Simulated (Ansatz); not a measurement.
**NaCl: lattice vibrations**

How does the lattice vibrate, and how do the modes shift with volume? Displacements sample a 2×2×2 mesh. Runs: cell and atoms relaxed (PAW); reference run (PAW); volume scaled by 0.985 (PAW); volume scaled by 1.015 (PAW); mode Grüneisen parameters (PAW); linear response at the zone centre with the field response (PAW).

The COD entry's cell or inner coordinates are ideal or old and differ from later refinements, so a difference from it is no clean test against experiment.

Computed with Ansatz 0.2.0 (DFT PBEsol, frozen-core PAW, scalar-relativistic unless said, unless a step's input says otherwise).

1 further run of the same task is left out (set aside as unsound or not needed).

**1. The system as given**

The structure is cubic, space group Fm-3m (No. 225). The conventional cell has a = 5.620 Å, b = 5.620 Å, c = 5.620 Å, α = 90.00°, β = 90.00°, γ = 90.00°. Na (site symmetry m-3m) is surrounded by 6 Cl at 2.81 Å. Around Cl (site symmetry m-3m) lie 6 Na at 2.81 Å.

As a file:

```cif
data_structure
_symmetry_space_group_name_H-M 'Fm-3m'
_symmetry_Int_Tables_number 225
_cell_length_a 5.6200
_cell_length_b 5.6200
_cell_length_c 5.6200
_cell_angle_alpha 90.000
_cell_angle_beta 90.000
_cell_angle_gamma 90.000
_cell_volume 177.50
loop_
_atom_site_label
_atom_site_type_symbol
_atom_site_symmetry_multiplicity
_atom_site_Wyckoff_symbol
_atom_site_fract_x
_atom_site_fract_y
_atom_site_fract_z
_atom_site_occupancy
Na1 Na 4 a 0.00000 0.00000 0.00000 1
Cl1 Cl 4 b 0.50000 0.00000 0.00000 1
```

Cartesian axes are those of the input's lattice vectors. The structure goes back to a database entry.

**2. Cell and atoms relaxed, PAW**

Contents of input.yaml:

```yaml
crystal:
  lattice:
    - [0.0, 2.81, 2.81]
    - [2.81, 0.0, 2.81]
    - [2.81, 2.81, 0.0]
  atoms:
    - { symbol: Na, position: [0.0, 0.0, 0.0] }
    - { symbol: Cl, position: [0.5, 0.5, 0.5] }
kpoints:
  mp_grid: { grid: [10, 10, 10] }
scf:
  occupations: { method: fermi_dirac, width: 0.1 }
hamiltonian:
  xc: pbesol
  pseudopotentials: { kind: paw }
relax:
  f_tol: 0.002
  max_steps: 80
  cell: {}
output:
  forces: true
  stress: true
```

Started as:

```bash
$ ansatz run input.yaml --threads 2 --pin off --max-ram 5120MiB --backend cpu --events-out ev --progress --plain --runs-dir out
```

**3. Reference run, PAW**

Contents of input.yaml:

```yaml
crystal:
  lattice:
    - [0.0, 2.80095261744, 2.80095261744]
    - [2.80095261744, 0.0, 2.80095261744]
    - [2.80095261744, 2.80095261744, 0.0]
  atoms:
    - { symbol: Na, position: [0.0, 0.0, 0.0] }
    - { symbol: Cl, position: [0.5, 0.5, 0.5] }
kpoints:
  mp_grid: { grid: [6, 6, 6] }
scf:
  occupations: { method: fixed }
hamiltonian:
  xc: pbesol
  pseudopotentials: { kind: paw }
phonons:
  qmesh: [2, 2, 2]
  qpath:
    path:
      - [0.0, 0.0, 0.0]
      - [0.5, 0.0, 0.5]
      - [0.625, 0.25, 0.625]
      - [0.375, 0.375, 0.75]
      - [0.0, 0.0, 0.0]
      - [0.5, 0.5, 0.5]
      - [0.5, 0.25, 0.75]
      - [0.5, 0.0, 0.5]
    npoints: 6
  temperatures: { t_min: 0, t_max: 1000, t_step: 100 }
```

**4. Volume scaled by 0.985, PAW**

input.yaml, as its differences from that of step 3:

```diff
@@ -2,5 +2,5 @@
   lattice:
-    - [0.0, 2.80095261744, 2.80095261744]
-    - [2.80095261744, 0.0, 2.80095261744]
-    - [2.80095261744, 2.80095261744, 0.0]
+    - [0.0, 2.78687724111, 2.78687724111]
+    - [2.78687724111, 0.0, 2.78687724111]
+    - [2.78687724111, 2.78687724111, 0.0]
   atoms:
```

**5. Volume scaled by 1.015, PAW**

input.yaml, as its differences from that of step 4:

```diff
@@ -2,5 +2,5 @@
   lattice:
-    - [0.0, 2.78687724111, 2.78687724111]
-    - [2.78687724111, 0.0, 2.78687724111]
-    - [2.78687724111, 2.78687724111, 0.0]
+    - [0.0, 2.81488793447, 2.81488793447]
+    - [2.81488793447, 0.0, 2.81488793447]
+    - [2.81488793447, 2.81488793447, 0.0]
   atoms:
```

**7. Linear response at the zone centre with the field response, PAW**

Contents of input.yaml:

```yaml
crystal:
  lattice:
    - [0.0, 2.80095261744, 2.80095261744]
    - [2.80095261744, 0.0, 2.80095261744]
    - [2.80095261744, 2.80095261744, 0.0]
  atoms:
    - { symbol: Na, position: [0.0, 0.0, 0.0] }
    - { symbol: Cl, position: [0.5, 0.5, 0.5] }
kpoints:
  mp_grid: { grid: [6, 6, 6] }
scf:
  occupations: { method: fixed }
hamiltonian:
  xc: pbesol
  pseudopotentials: { kind: paw }
phonons:
  method: dfpt
  dielectric: true
  rigid_motions: translations
```

(Steps that only read results are left out.)

**Question.** What will these runs give? Wanted: highest mode on the mesh, without the LO shift; optical modes at Γ; ε∞.

The runs gave:

| quantity | value |
| --- | --- |
| highest mode on the mesh, without the LO shift (PAW) | 216 cm⁻¹ |
| optical modes at Γ | 166 (T1u) cm⁻¹ |
| mean Grüneisen parameter at 300 K (PAW) | 1.69 |
| ε∞ | 2.57, 2.57, 2.57 |

What this shows: No mode on the mesh is unstable; the highest lies at 216 cm⁻¹ by PAW. Weighted by heat capacity at 300 K the mean Grüneisen parameter of the sampled modes is 1.69, which points to expansion on heating. Some modes have negative γ and soften under compression. With the field of the polar modes, the highest mode near Γ lies at 255 cm⁻¹. Each set of modes is computed in the harmonic approximation. Cautions: frozen-core PAW files fitted under PBE, their cores solved anew for the functional of the run.
